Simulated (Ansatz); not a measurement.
# C₃H₈AlClO: how energies converge with the basis set

One table from this session's results is given with a row withheld; the runs are named, their logs left out.

Computed with Ansatz 0.2.0, Gaussian basis. Level: one geometry, several basis sets.

The runs, in order: PBE0-D4/def2-SVP; ωB97M-V/def2-SVP; PBE0-D4/def2-QZVPP; ωB97M-V/def2-QZVPP; the functionals' def2-TZVPP values are taken from earlier runs.

### The geometry

An earlier PBE0-D4 in a triple-zeta def2 set relaxation fixed the geometry.

SMILES `CC(C)[O][AlH][Cl]`, 14 atoms, charge 0, spin multiplicity 1.

Atoms are counted from 1 here; the program's logs count them from 0.

Bond lengths: C1–C2 1.515 Å, C1–H7 1.093 Å, C1–H8 1.092 Å, C1–H9 1.093 Å, C2–C3 1.515 Å, C2–O4 1.413 Å, C2–H10 1.099 Å, C3–H11 1.093 Å, C3–H12 1.093 Å, C3–H13 1.092 Å, O4–Al5 1.673 Å, Al5–Cl6 2.098 Å, Al5–H14 1.564 Å. Angles: C2–C1–H7 110.1°, C2–C1–H8 110.7°, C2–C1–H9 110.8°, H7–C1–H8 108.3°, H7–C1–H9 108.6°, H8–C1–H9 108.3°, C1–C2–C3 112.1°, C1–C2–O4 109.0°, C1–C2–H10 108.7°, C3–C2–O4 109.0°, C3–C2–H10 108.7°, O4–C2–H10 109.3°, C2–C3–H11 110.1°, C2–C3–H12 110.7°, C2–C3–H13 110.7°, H11–C3–H12 108.6°, H11–C3–H13 108.3°, H12–C3–H13 108.3° and more.

Set-up of the first run:

in.yaml reads:

```yaml
crystal:
  periodic: [false, false, false]
  atoms:
    - {symbol: C, position_ang: [0.108934, -1.649543, -0.091385]}
    - {symbol: C, position_ang: [0.312604, -0.148531, -0.130072]}
    - {symbol: C, position_ang: [0.502464, 0.364898, -1.542913]}
    - {symbol: O, position_ang: [-0.814273, 0.484128, 0.441326]}
    - {symbol: Al, position_ang: [-1.100524, 1.463030, 1.767308]}
    - {symbol: Cl, position_ang: [0.508666, 1.985127, 3.007482]}
    - {symbol: H, position_ang: [-0.785391, -1.921985, -0.657309]}
    - {symbol: H, position_ang: [-0.015843, -1.996430, 0.936615]}
    - {symbol: H, position_ang: [0.966964, -2.167971, -0.525682]}
    - {symbol: H, position_ang: [1.207341, 0.100422, 0.458349]}
    - {symbol: H, position_ang: [-0.381247, 0.141436, -2.145803]}
    - {symbol: H, position_ang: [1.371079, -0.103644, -2.011489]}
    - {symbol: H, position_ang: [0.654537, 1.446322, -1.543996]}
    - {symbol: H, position_ang: [-2.548211, 1.973542, 2.066270]}
basis:
  gaussian: {orbitals: def2-SVP}
hamiltonian: {xc: pbe0, dispersion: d4}
output: {orbitals: {seedname: orbitals}}
```

Started as:

```bash
> ansatz run in.yaml --threads 2 --pin off --events-out ev --progress --plain --max-ram 32768MiB --backend cpu
```

Among the steps run: PBE0-D4 in def2-SVP; ωB97M-V in def2-SVP; PBE0-D4 in def2-QZVPP; ωB97M-V in def2-QZVPP.

One of the session's tables, all rows but one given; the rest of the session is left out.

It belongs to the step «Functionals by basis». 

```
functional       basis  HOMO (eV)
   PBE0-D4    def2-SVP          ?
   PBE0-D4  def2-TZVPP      -8.36
   PBE0-D4  def2-QZVPP      -8.38
   ωB97M-V    def2-SVP     -10.64
   ωB97M-V  def2-TZVPP     -10.75
   ωB97M-V  def2-QZVPP     -10.77
```

Q: Estimate the row for PBE0-D4, def2-SVP from the others.

As computed: HOMO (eV): -8.29. In the column «HOMO (eV)» it is the highest.
